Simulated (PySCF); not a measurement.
# Towards the basis-set limit for RuH

An exercise on one series of results from a longer session: the logs are not shown, and one member is left open.

Program: PySCF 2.14.0. Level of theory: CCSD(T) on ROHF, scalar-relativistic core potentials. These are calculated values, not measurements.

Set-up of the first run:

```
molecule             : RuH
state                : quartet, unpaired electrons σ ↑, δ ↑↑
smaller basis        : H cc-pVTZ, Ru cc-pVTZ-PP with ECP28
larger basis         : H cc-pVQZ, Ru cc-pVQZ-PP with ECP28
frozen core orbitals : 4
extrapolation        : correlation as n⁻³ (n = 3, 4), Hartree–Fock as (n+1)·exp(−9√n)
corrections          : none
distances (Å)        : 1.4046, 1.4684, 1.5323, 1.5961, 1.6600, 1.7398, 1.8196
masses (u)           : 1.0078, 101.9043
dissociation limit   : H + Ru
```

Run with:

```console
OMP_NUM_THREADS=4 python comp.py task.json out
```

Among the steps run: Coupled cluster at each distance.

One of the session's tables, all rows but one given; the rest of the session is left out.

| level | Re (Å) | ωe (cm⁻¹) | ωexe (cm⁻¹) | αe (cm⁻¹) | De (eV) |
| --- | --- | --- | --- | --- | --- |
| CCSD(T)/cc-pVTZ(-PP) | 1.5881 | 1938.7 | 35.6 | 0.201 | 2.653 |
| CCSD(T)/cc-pVQZ(-PP) | 1.5833 | 1955.8 | 38.8 | 0.211 | 2.708 |
| HF/CBS | ? | ? | ? | ? | ? |
| MP2/CBS | 1.5405 | 2102.0 | 45.0 | 0.229 | 2.533 |
| CCSD/CBS | 1.5862 | 1937.0 | 37.9 | 0.211 | 2.596 |
| CCSD(T)/CBS | 1.5812 | 1961.3 | 39.1 | 0.212 | 2.735 |

Estimate the missing values for HF/CBS.

The run gave: Re (Å): 1.6688; ωe (cm⁻¹): 1647.6; ωexe (cm⁻¹): 23.3; αe (cm⁻¹): 0.180; De (eV): 1.054. In the column «Re (Å)» it is the highest.

The last step gives Re = 1.5812 Å, ωe = 1961.3 cm⁻¹ and De = 2.735 eV; the smaller basis alone is off from it by +6.9 mÅ and -0.08 eV. Near the minimum the mean field binds by 1.02 eV and correlation adds 1.71 eV of binding. T1 is 0.045, large enough to doubt a single reference. Spin–orbit coupling, core–valence correlation and excitations beyond (T) are left out. The outer-core shells of Ru are frozen, which can move the bond length by hundredths of an ångström.
